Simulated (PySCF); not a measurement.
# The bond of Be₂+, level by level

The task here is to estimate one member of a computed series from the others.

Program: PySCF 2.14.0. Level of theory: Be cc-pVDZ, no relativity. These are calculated values, not measurements.

The first run:

Settings of the job:

```
atoms                         : Be, Be
charge                        : 1
basis                         : Be cc-pVDZ
Hamiltonian                   : no relativity
basis functions               : 28
electrons treated             : 7
masses in u                   : 9.0122, 9.0122
levels                        : PBE0, PBE, r²SCAN, r²SCAN0, B97-3, B2PLYP, HSE06, HF, MP2, SCS-MP2, CCSD, CCSD(T)
grid                          : 80 radial by 434 angular points
occupations                   : held fixed by the projection of orbital angular momentum
dissociation limit            : Be+ + Be, each in its ground configuration
starting distance in angstrom : 2.020
values of 2S to try           : 1, 3
```

On the command line:

```
$ OMP_NUM_THREADS=1 python dia.py task.json out
```

Steps of the session up to this table: Input; PBE0 along the bond; Excited determinants; PBE; r²SCAN (meta-GGA); r²SCAN0 (hybrid meta-GGA); B97-3 (global hybrid GGA); B2PLYP (double hybrid); HSE06 (range-separated hybrid); ROHF (mean field); Adding correlation.

One of the session's tables, all rows but one given; the rest of the session is left out.

It belongs to the step «The curves together». Energy (eV) from each level's lowest point:

| R (Å) | ROHF | ROHF-MP2 | ROHF-SCS-MP2 | ROHF-CCSD | ROHF-CCSD(T) |
| --- | --- | --- | --- | --- | --- |
| 1.913 | 0.389 | 0.412 | 0.423 | n/a | n/a |
| 2.002 | 0.185 | 0.202 | 0.212 | 0.192 | 0.192 |
| 2.091 | 0.066 | 0.076 | 0.084 | 0.071 | 0.071 |
| 2.157 | ? | ? | ? | ? | ? |
| 2.224 | 0.000 | 0.001 | 0.003 | 0.000 | 0.000 |
| 2.291 | 0.003 | 0.000 | 0.000 | 0.001 | 0.001 |
| 2.380 | 0.034 | 0.027 | 0.023 | 0.029 | 0.029 |
| 2.491 | 0.103 | 0.092 | 0.084 | 0.095 | 0.096 |
| 2.624 | 0.211 | 0.202 | 0.187 | 0.205 | 0.207 |
| 2.802 | 0.375 | 0.375 | 0.353 | n/a | n/a |

Estimate the missing values for R (Å) = 2.157.

Worked estimate for «ROHF». A straight line through the neighbours (2.091, 0.066) and (2.224, 0.000) gives 0.066 + (0.000 − 0.066) × (2.157 − 2.091) / (2.224 − 2.091) = 0.033; a parabola fitted to 4 rows on both sides gives 0.018.

**Answer.** ROHF: 0.019; ROHF-MP2: 0.024; ROHF-SCS-MP2: 0.029; ROHF-CCSD: 0.022; ROHF-CCSD(T): 0.021. In «ROHF» the line misses by +0.014 and the parabola by -0.001.
